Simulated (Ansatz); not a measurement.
# CH₇NSeSi: one species, many methods

One table from this session's results is given with a row withheld; the runs are named, their logs left out.

Method: functionals in def2-TZVPP, the program's frozen cores in correlated methods; program: Ansatz 0.2.0, Gaussian basis.

The runs, in order: PBE-D4, r2SCAN-D4, PBE0-D4, B3LYP-D4, ωB97X-V, ωB97M-V, B2PLYP; CCSD(T)/def2-TZVPP; MP2/def2-QZVPP; extrapolation to the limit.

## Structure used throughout

All runs share one geometry, relaxed beforehand with PBE0-D4 in a triple-zeta def2 set.

SMILES `NC([SiH3])[SeH]`, 11 atoms, charge 0, spin multiplicity 1.

Atoms are counted from 1 here; the program's logs count them from 0.

Bond lengths: N1–C2 1.453 Å, N1–H5 1.013 Å, N1–H6 1.012 Å, C2–Si3 1.890 Å, C2–Se4 1.979 Å, C2–H7 1.092 Å, Si3–H8 1.488 Å, Si3–H9 1.491 Å, Si3–H10 1.486 Å, Se4–H11 1.471 Å. Angles: C2–N1–H5 111.7°, C2–N1–H6 111.1°, H5–N1–H6 108.7°, N1–C2–Si3 114.6°, N1–C2–Se4 105.9°, N1–C2–H7 107.9°, Si3–C2–Se4 110.7°, Si3–C2–H7 111.0°, Se4–C2–H7 106.4°, C2–Si3–H8 112.4°, C2–Si3–H9 108.8°, C2–Si3–H10 107.9°, H8–Si3–H9 109.1°, H8–Si3–H10 109.8°, H9–Si3–H10 108.8°, C2–Se4–H11 96.1°.

As a file:

```xyz
11

N    -0.28675    1.62849   -0.43513
C    -0.61643    0.23728   -0.17881
Si    0.67380   -0.70395    0.83145
Se   -0.85655   -0.59775   -1.95665
H     0.67843    1.73807   -0.72254
H    -0.44745    2.19835    0.38559
H    -1.59196    0.20857    0.31009
H     0.33817   -2.14584    0.97886
H     0.76891   -0.08477    2.18459
H     1.98415   -0.56025    0.14487
H    -0.57901   -1.97509   -1.52162
```

Set-up of the first run:

in.yaml reads:

```yaml
crystal:
  periodic: [false, false, false]
  atoms:
    - {symbol: N, position_ang: [-0.286753, 1.628490, -0.435131]}
    - {symbol: C, position_ang: [-0.616430, 0.237283, -0.178808]}
    - {symbol: Si, position_ang: [0.673796, -0.703952, 0.831454]}
    - {symbol: Se, position_ang: [-0.856545, -0.597754, -1.956652]}
    - {symbol: H, position_ang: [0.678430, 1.738074, -0.722543]}
    - {symbol: H, position_ang: [-0.447452, 2.198351, 0.385588]}
    - {symbol: H, position_ang: [-1.591961, 0.208568, 0.310089]}
    - {symbol: H, position_ang: [0.338170, -2.145843, 0.978855]}
    - {symbol: H, position_ang: [0.768906, -0.084771, 2.184593]}
    - {symbol: H, position_ang: [1.984155, -0.560254, 0.144873]}
    - {symbol: H, position_ang: [-0.579013, -1.975093, -1.521618]}
basis:
  gaussian: {orbitals: def2-TZVPP}
hamiltonian: {xc: pbe, dispersion: d4}
output: {forces: true, orbitals: {seedname: orbitals}}
```

On the command line:

```bash
$ ansatz run in.yaml --threads 4 --pin off --events-out ev --progress --plain --max-ram 10444MiB
```

Steps of the session up to this table: PBE-D4 (GGA); r2SCAN-D4 (meta-GGA); PBE0-D4 (hybrid); B3LYP-D4 (hybrid); ωB97X-V (range-separated); ωB97M-V (range-separated); B2PLYP (double hybrid); CCSD(T) in def2-TZVPP; MP2 in def2-QZVPP.

One table of the session follows, with a row left open; its other results are not shown here.

```
            method  atomisation energy (kcal/mol)
            PBE-D4                          840.1
         r2SCAN-D4                              ?
           PBE0-D4                          826.8
          B3LYP-D4                          831.2
           ωB97X-V                          834.4
           ωB97M-V                          830.4
            B2PLYP                          817.9
     HF/def2-TZVPP                          578.6
    MP2/def2-TZVPP                          809.2
   CCSD/def2-TZVPP                          794.5
CCSD(T)/def2-TZVPP                          806.8
           MP2/CBS                          834.0
       CCSD(T)/CBS                          831.6
```

**Question.** Estimate the row for r2SCAN-D4.

**Answer.** atomisation energy (kcal/mol): 827.4. In the column «atomisation energy (kcal/mol)» it lies between PBE0-D4 (826.8) and ωB97M-V (830.4).

Caveats from the session: Free atoms (1 N, 1 C, 1 Si, 1 Se, 7 H) were run apart at each level; the atomisation energy is their sum less the molecule, without zero-point or spin-orbit terms.
